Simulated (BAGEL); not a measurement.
# BPH3F3 (SMILES FB(F)(F)<-P): HF/3-21G (density fitting with qzvpp-jkfit)

What is the vertical ionisation energy of BPH3F3 at HF/3-21G (density fitting with qzvpp-jkfit)? 

The calculation is run with BAGEL 1.2.2.

5 further runs of the same task are left out: 3 that didn't finish, 2 set aside as unsound or not needed. Runs told in other sessions of the task aren't counted.

## Step 1: The structure to begin with

BPH3F3 has 8 atoms, charge 0, and is taken as a singlet. SMILES: `FB(F)(F)<-P`. The shape is that of a GFN2-xTB optimisation.

Bond lengths: B1–F6 1.328 Å, B1–F7 1.327 Å, B1–F8 1.328 Å, P2–H3 1.383 Å, P2–H4 1.383 Å, P2–H5 1.383 Å. Angles: F6–B1–F7 117.3°, F6–B1–F8 117.3°, F7–B1–F8 117.3°, H3–P2–H4 96.4°, H3–P2–H5 96.5°, H4–P2–H5 96.4°.

## Step 2: A single-point energy at HF/3-21G (density fitting with qzvpp-jkfit)

Input file hf.json:

```json
{ "bagel" : [

{
  "title" : "molecule",
  "basis" : "3-21g",
  "df_basis" : "qzvpp-jkfit",
  "angstrom" : true,
  "geometry" : [
    { "atom" : "B", "xyz" : [      -0.005020,       0.011020,      -1.363340 ] },
    { "atom" : "P", "xyz" : [       0.004360,       0.015460,       1.001600 ] },
    { "atom" : "H", "xyz" : [       0.678700,       0.966300,       1.745120 ] },
    { "atom" : "H", "xyz" : [       0.520230,      -1.088110,       1.656630 ] },
    { "atom" : "H", "xyz" : [      -1.181560,       0.074090,       1.710490 ] },
    { "atom" : "F", "xyz" : [       1.303260,      -0.021200,      -1.587530 ] },
    { "atom" : "F", "xyz" : [      -0.635010,       1.154450,      -1.598850 ] },
    { "atom" : "F", "xyz" : [      -0.684960,      -1.112010,      -1.564110 ] }
  ]
},

{
  "title" : "hf"
},

{
  "title" : "print",
  "file" : "orbitals.molden",
  "orbitals" : true
}

]}
```

On the command line:

```
BAGEL_NUM_THREADS=1 BAGEL hf.json > hf.out
```

The program printed:

```text
* using 1 threads per process

  ===============================================================
  ===============================================================

  *** Geometry ***

  { "atom" : "B", "xyz" : [     -0.009486,      0.020825,     -2.576339 ] },
  { "atom" : "P", "xyz" : [      0.008239,      0.029215,      1.892750 ] },
  { "atom" : "H", "xyz" : [      1.282557,      1.826042,      3.297799 ] },
  { "atom" : "H", "xyz" : [      0.983092,     -2.056230,      3.130577 ] },
  { "atom" : "H", "xyz" : [     -2.232825,      0.140010,      3.232358 ] },
  { "atom" : "F", "xyz" : [      2.462804,     -0.040062,     -2.999997 ] },
  { "atom" : "F", "xyz" : [     -1.199995,      2.181594,     -3.021389 ] },
  { "atom" : "F", "xyz" : [     -1.294387,     -2.101394,     -2.955740 ] },

  Number of auxiliary basis functions:      488

  Since a DF basis is specified, we compute 2- and 3-index integrals:
    o Being stored without compression. Storage requirement is 0.012 GB

  Number of basis functions:       55
  Number of electrons      :       50

    * METHOD: MOLECULE                             0.30

  *** RHF ***

  === Nuclear Repulsion ===
   233.2574124344

      * DIIS with orbital gradients will be used.

  === RHF iteration (3-21g) ===
      0       -661.98100519          0.02816368           0.07
      1       -662.12515642          0.01512547           0.07
      2       -662.16667387          0.00099442           0.06
      3       -662.16722871          0.00014296           0.06
      4       -662.16724510          0.00002957           0.06
      5       -662.16724566          0.00000527           0.06
      6       -662.16724567          0.00000142           0.06
      7       -662.16724568          0.00000043           0.07
      8       -662.16724568          0.00000012           0.07
      9       -662.16724568          0.00000002           0.06
     10       -662.16724568          0.00000001           0.07
    * SCF iteration converged.

    * Permanent dipole moment:
           (   -0.005145,     0.002498,    -1.612917) a.u.

    * METHOD: HF                                   0.91

    * METHOD: PRINT                                0.01

  ===============================================================
```

It took 1.4 s on 1 thread of Arm Neoverse N1, shared host; peak memory 0.088 GiB.

## Step 3: The doublet cation, same level

Input file input.json:

```json
{ "bagel" : [

{
  "title" : "molecule",
  "basis" : "3-21g",
  "df_basis" : "qzvpp-jkfit",
  "angstrom" : true,
  "geometry" : [
    { "atom" : "B", "xyz" : [   -0.005020,    0.011020,   -1.363340 ] },
    { "atom" : "P", "xyz" : [    0.004360,    0.015460,    1.001600 ] },
    { "atom" : "H", "xyz" : [    0.678700,    0.966300,    1.745120 ] },
    { "atom" : "H", "xyz" : [    0.520230,   -1.088110,    1.656630 ] },
    { "atom" : "H", "xyz" : [   -1.181560,    0.074090,    1.710490 ] },
    { "atom" : "F", "xyz" : [    1.303260,   -0.021200,   -1.587530 ] },
    { "atom" : "F", "xyz" : [   -0.635010,    1.154450,   -1.598850 ] },
    { "atom" : "F", "xyz" : [   -0.684960,   -1.112010,   -1.564110 ] }
  ]
},
{
  "title" : "uhf",
  "charge" : 1,
  "nopen" : 1
},
{
  "title" : "print",
  "file" : "orbitals.molden",
  "orbitals" : true
}

]}
```

On the command line:

```
BAGEL_NUM_THREADS=1 BAGEL input.json > input.out
```

The program printed:

```text
* using 1 threads per process

  ===============================================================
  ===============================================================

  *** Geometry ***

  { "atom" : "B", "xyz" : [     -0.009486,      0.020825,     -2.576339 ] },
  { "atom" : "P", "xyz" : [      0.008239,      0.029215,      1.892750 ] },
  { "atom" : "H", "xyz" : [      1.282557,      1.826042,      3.297799 ] },
  { "atom" : "H", "xyz" : [      0.983092,     -2.056230,      3.130577 ] },
  { "atom" : "H", "xyz" : [     -2.232825,      0.140010,      3.232358 ] },
  { "atom" : "F", "xyz" : [      2.462804,     -0.040062,     -2.999997 ] },
  { "atom" : "F", "xyz" : [     -1.199995,      2.181594,     -3.021389 ] },
  { "atom" : "F", "xyz" : [     -1.294387,     -2.101394,     -2.955740 ] },

  Number of auxiliary basis functions:      488

  Since a DF basis is specified, we compute 2- and 3-index integrals:
    o Being stored without compression. Storage requirement is 0.012 GB

  Number of basis functions:       55
  Number of electrons      :       50

    * METHOD: MOLECULE                             0.29

  *** Open-shell HF ***

  === Nuclear Repulsion ===
   233.2574124344

      * DIIS with orbital gradients will be used.

  === UHF iteration (3-21g) ===
      0       -661.52206724          0.05816056           0.13
      1       -661.69959582          0.03408187           0.13
      2       -661.73816591          0.01909934           0.13
      3       -661.75497416          0.00078257           0.13
      4       -661.75523384          0.00025133           0.13
      5       -661.75528520          0.00009617           0.13
      6       -661.75530842          0.00004191           0.13
      7       -661.75531591          0.00002089           0.13
      8       -661.75531855          0.00000670           0.13
      9       -661.75531867          0.00000219           0.13
     10       -661.75531869          0.00000074           0.13
     11       -661.75531869          0.00000031           0.13
     12       -661.75531869          0.00000016           0.13
     13       -661.75531869          0.00000007           0.13
     14       -661.75531869          0.00000003           0.13
     15       -661.75531869          0.00000001           0.13
     16       -661.75531869          0.00000001           0.13
    * SCF iteration converged.

    * S^2 (UHF) is 0.7570

    * Permanent dipole moment:
           (   -0.013485,    -0.008228,    -3.726330) a.u.

    * METHOD: UHF                                  2.33

    * METHOD: PRINT                                0.01

  ===============================================================
```

It took 2.8 s on 1 thread of Arm Neoverse N1, shared host; peak memory 0.088 GiB.

## Step 4: Results

Level: HF/3-21G (density fitting with qzvpp-jkfit).

```
                                          quantity          value
                      singlet BPH3F3: total energy  -662.16725 Eh
                     singlet BPH3F3: dipole moment         4.10 D
                       singlet BPH3F3: HOMO energy      -12.20 eV
                       singlet BPH3F3: LUMO energy        4.16 eV
                     singlet BPH3F3: HOMO–LUMO gap       16.36 eV
                      doublet cation: total energy  -661.75532 Eh
                              doublet cation: ⟨S²⟩          0.757
vertical ionisation energy (to the doublet cation)      11.209 eV
```

In words: Removing an electron at fixed nuclei costs 11.21 eV (1082 kJ/mol). −ε(HOMO) before ionisation, 12.20 eV, is 0.99 eV above this ionisation energy.
